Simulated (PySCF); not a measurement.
# Ways to converge the SCF of SBr

The same problem is solved with other solver options, one edit a run.

Method: each script names its method and basis; program: PySCF 2.14.0.

4 further runs of the same task are left out: 4 that didn't finish.

## Step 1: Starting geometry

SBr: 2 atoms, charge 0, spin multiplicity 2.

Bond lengths: S1–Br2 2.100 Å.

## Step 2: The base run

input.py

```python
from pyscf import gto, scf, tdscf

mol = gto.M(
    atom='S 0 0 0; Br 0 0 2.1',
    basis='6-31g',
    charge=0,
    spin=1,
    verbose=4,
)
mf = scf.UHF(mol)
mf.kernel()
td = tdscf.TDHF(mf)
td.nstates = 4
td.kernel()
td.analyze()
mf.dip_moment()
print('orbital energies (hartree):', [e[max(0, n-3):n+3].round(4) for e, n in zip(mf.mo_energy, mol.nelec)])
```

Launch:

```console
OMP_NUM_THREADS=1 python input.py
```

Its log is not repeated here.

In short: E(SCF) = -2969.490164 Eh, 12 cycles, ⟨S²⟩ = 0.757, μ = 0.19 D, excitations 0.00, 3.00, 3.99, 4.43 eV.

The bond length is a typed value, not an optimised one.

## Step 3: Level shift 0.3 hartree

Run 1 changes level shift: none → 0.3 hartree.

input.py

```python
from pyscf import gto, scf, tdscf

mol = gto.M(
    atom='S 0 0 0; Br 0 0 2.1',
    basis='6-31g',
    charge=0,
    spin=1,
    verbose=4,
)
mf = scf.UHF(mol)
mf.level_shift = 0.3
mf.kernel()
td = tdscf.TDHF(mf)
td.nstates = 4
td.kernel()
td.analyze()
mf.dip_moment()
print('orbital energies (hartree):', [e[max(0, n-3):n+3].round(4) for e, n in zip(mf.mo_energy, mol.nelec)])
```

Launch:

```console
OMP_NUM_THREADS=1 python input.py
```

## Step 4: Damping 0.8

Run 2 changes damping: none → 0.8.

Changes to input.py since step 2:

```diff
@@ -10,2 +10,4 @@
 mf = scf.UHF(mol)
+mf.damp = 0.8
+mf.diis_start_cycle = 8
 mf.kernel()
```

## Step 5: Second-order solver on

Run 3 changes second-order solver: off → on.

Changes to input.py since step 2:

```diff
@@ -10,2 +10,3 @@
 mf = scf.UHF(mol)
+mf = mf.newton()
 mf.kernel()
```

## Step 6: Smearing width 0.01 hartree

Run 4 changes smearing width: none → 0.01 hartree; step after the SCF: tddft → none.

Changes to input.py since step 2:

```diff
@@ -1,2 +1,2 @@
-from pyscf import gto, scf, tdscf
+from pyscf import gto, scf
 
@@ -10,7 +10,4 @@
 mf = scf.UHF(mol)
+mf = scf.addons.smearing_(mf, sigma=0.01, method='fermi')
 mf.kernel()
-td = tdscf.TDHF(mf)
-td.nstates = 4
-td.kernel()
-td.analyze()
 mf.dip_moment()
```

What does the calculation give? Wanted: for each run, E(SCF); from base; gap, α spin; SCF dipole; after the SCF.

**Answer**, as computed:

```csv
run,E(SCF) (hartree),from base (eV),cycles,"gap, α spin (eV)",SCF dipole (D),after the SCF
base,-2969.490164,0,12,11.82,0.19,lowest root found 0.00 eV
level shift 0.3 hartree,-2969.490164,0.0000,16,11.82,0.19,lowest root found 3.00 eV
damping 0.8,-2969.490164,0.0000,18,11.82,0.19,lowest root found 0.00 eV
second-order solver on,-2969.490164,0.0000,3 macro,11.82,0.19,lowest root found 0.00 eV
smearing width 0.01 hartree,-2969.348456,not comparable,9,n/a,0.74,n/a
```

Distance from each run's final energy (log10 hartree) by cycle:

```csv
run,cycle 1,cycle 2,cycle 3,cycle 5,cycle 8,cycle 12
base,-1.7,-2.3,-2.7,-3.8,-5.4,-11.0
level shift 0.3 hartree,-1.5,-2.1,-2.4,-2.9,-4.6,-7.0
damping 0.8,-1.7,-1.8,-1.9,-2.2,-2.8,-4.9
second-order solver on,-3.4,< -11,< -11,done,done,done
smearing width 0.01 hartree,-2.1,-3.5,-4.6,-6.2,-9.4,done
```

The SCF energy stays the same, to the digits that matter, with level shift 0.3 hartree or damping 0.8 or second-order solver on. The base needs 12 cycles and the run with damping 0.8 needs 18.
